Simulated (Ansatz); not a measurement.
# C2H7BFGaS: the cost of one run

Method: the settings change from run to run; program: Ansatz 0.2.0, Gaussian basis.

### Step 1. The relaxed structure

An earlier PBE0-D4 in a triple-zeta def2 set relaxation fixed the geometry.

SMILES `BS[C](C)(F)[GaH2]`, 13 atoms, charge 0, spin multiplicity 1.

Atoms are counted from 1 here; the program's logs count them from 0.

Bond lengths: B1–S2 1.765 Å, B1–H7 1.190 Å, B1–H8 1.191 Å, S2–C3 1.860 Å, C3–C4 1.499 Å, C3–F5 1.386 Å, C3–Ga6 2.003 Å, C4–H9 1.089 Å, C4–H10 1.093 Å, C4–H11 1.094 Å, Ga6–H12 1.565 Å, Ga6–H13 1.560 Å. Angles: S2–B1–H7 122.7°, S2–B1–H8 114.6°, H7–B1–H8 122.7°, B1–S2–C3 106.6°, S2–C3–C4 113.8°, S2–C3–F5 104.1°, S2–C3–Ga6 90.7°, C4–C3–F5 108.9°, C4–C3–Ga6 123.4°, F5–C3–Ga6 113.3°, C3–C4–H9 110.9°, C3–C4–H10 109.2°, C3–C4–H11 110.9°, H9–C4–H10 108.2°, H9–C4–H11 109.1°, H10–C4–H11 108.6°, C3–Ga6–H12 116.5°, C3–Ga6–H13 117.7° and more.

Coordinates:

```
atom    x (Å)    y (Å)    z (Å)
  B1   0.3552  -1.9044   0.7623
  S2   1.4614  -0.5768   0.4013
  C3   0.4421   0.7643  -0.3874
  C4  -0.3466   0.3041  -1.5764
  F5   1.3773   1.6979  -0.8042
 Ga6  -0.3880   1.2091   1.3803
  H7  -0.7864  -1.8983   0.4272
  H8   0.8456  -2.8113   1.3590
  H9  -1.0700  -0.4588  -1.2907
 H10  -0.8938   1.1527  -1.9944
 H11   0.3127  -0.1007  -2.3503
 H12  -1.6803   0.4152   1.7652
 H13   0.3708   2.2070   2.3081
```

### Step 2. PBE/def2-mTZVPP

Set apart from the defaults: charge +1, multiplicity 2, a grid of angular degree 11, D4 dispersion, relativity set to scalar, high accuracy.

in.yaml reads:

```yaml
crystal:
  periodic: [false, false, false]
  atoms:
    - {symbol: B, position_ang: [0.355184, -1.904360, 0.762343]}
    - {symbol: S, position_ang: [1.461392, -0.576804, 0.401329]}
    - {symbol: C, position_ang: [0.442119, 0.764298, -0.387410]}
    - {symbol: C, position_ang: [-0.346581, 0.304083, -1.576404]}
    - {symbol: F, position_ang: [1.377339, 1.697857, -0.804204]}
    - {symbol: Ga, position_ang: [-0.387961, 1.209096, 1.380291]}
    - {symbol: H, position_ang: [-0.786371, -1.898263, 0.427180]}
    - {symbol: H, position_ang: [0.845568, -2.811345, 1.358987]}
    - {symbol: H, position_ang: [-1.070027, -0.458791, -1.290665]}
    - {symbol: H, position_ang: [-0.893788, 1.152679, -1.994430]}
    - {symbol: H, position_ang: [0.312665, -0.100726, -2.350297]}
    - {symbol: H, position_ang: [-1.680331, 0.415246, 1.765183]}
    - {symbol: H, position_ang: [0.370772, 2.207020, 2.308085]}
basis:
  gaussian: {orbitals: def2-mTZVPP, final_grid: {core_spheres: 5, valence_spheres: 4, degree: 11}}
total_charge: 1
magnetization: {spin_polarized: true, initial_magnetization: 1}
hamiltonian: {xc: {name: PBE}, dispersion: d4, pseudopotentials: {relativity: scalar}}
accuracy: high
output: {forces: true}
```

Run with:

```console
$ ansatz run in.yaml --threads 2 --pin off --events-out ev --progress --plain --max-ram 22528MiB --backend cpu
```

What time and memory should one allow on 2 threads of AMD EPYC 7R13, shared host?

About 15 s, with a peak of 0.93 GiB.
